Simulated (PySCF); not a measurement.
**FeBr₂⁺: structure of the doublet**

Aim: relax FeBr₂⁺ as a doublet from a linear start, check by its vibrations whether the end is a minimum, and collect its spectrum and constants.

The runs use PySCF 2.14.0; PBE0, basis Fe def2-SVP, Br def2-SVP, no relativity, density fitting.

## (1) The starting structure

3 atoms, charge 1, spin multiplicity 2.

Bond lengths: Fe1–Br2 2.254 Å, Fe1–Br3 2.254 Å. Angles: Br2–Fe1–Br3 180.0°.

```xyz
3
charge 1 multiplicity 2
Fe    0.0000    0.0000    0.0000
Br    0.0000    0.0000    2.2540
Br    0.0000    0.0000   -2.2540
```

## (2) The SCF at the typed geometry

The steps below are one call of a driver around PySCF. For each, scf.py gives the equivalent set-up of the SCF; relaxations use the driver's own optimiser. After this first run the driver tries any further starts and a stability analysis.

Input file scf.py:

```python
from pyscf import gto, scf, dft
mol = gto.M(atom='''
Fe     0.000000     0.000000     0.000000
Br     0.000000     0.000000     2.254000
Br     0.000000     0.000000    -2.254000''',
    basis={'Fe': 'def2-SVP', 'Br': 'def2-SVP'},
    charge=1, spin=1)
mf = dft.UKS(mol, xc='PBE0')
mf.grids.atom_grid = (50, 194)
aux = {'Fe': 'def2-universal-JKFIT', 'Br': 'def2-universal-JKFIT'}
mf = mf.density_fit(auxbasis=aux)
mf.conv_tol = 1e-08
mf.diis_space = 10
mf.max_cycle = 60
mf.init_guess = 'minao'
mf.verbose = 4
mf.kernel()
```

Started as:

```sh
OMP_NUM_THREADS=2 python axn.py task.json out
```

After this run come: Relaxation: linear start, doublet; Vibrations and properties at this point.

Before running it: what results should come out? Wanted: minimum; geometry; wavenumbers; dipole moment; highest occupied, lowest empty level; polar-tensor charge of Fe1; zero-point energy; ⟨S²⟩.

As calculated:

| quantity | value |
| --- | --- |
| minimum | broken-symmetry (Ms = 1/2), D∞h |
| geometry | Fe–Br 2.227 Å (×2); Br–Fe–Br 180.0° |
| wavenumbers (cm⁻¹) | 36, 37, 218, 430 |
| dipole moment (centre of mass) | 0.00 D |
| highest occupied, lowest empty level (either spin) | -14.19, -11.69 eV |
| polar-tensor charge of Fe1 | +0.99 e |
| zero-point energy | 4.3 kJ/mol |
| entropy at 298.15 K | 317.7 J/(mol K) |
| ⟨S²⟩ | 2.625 |

In words: The molecule stays D∞h, as typed, and the end point is a minimum. The determinant is spin-contaminated (⟨S²⟩ = 2.62 against 0.75), so it is no pure spin state. The strongest infrared band lies at 430 cm⁻¹. The density between Fe1 and Br2 is low with small ELF, as in an ionic or closed-shell contact. The first SCF alone would have been 80 kJ/mol too high. Other starts or spin states, not run here, may lie lower. The SCF density has lower symmetry than the nuclear frame. One determinant may miss the lowest occupation of an open d or f shell.
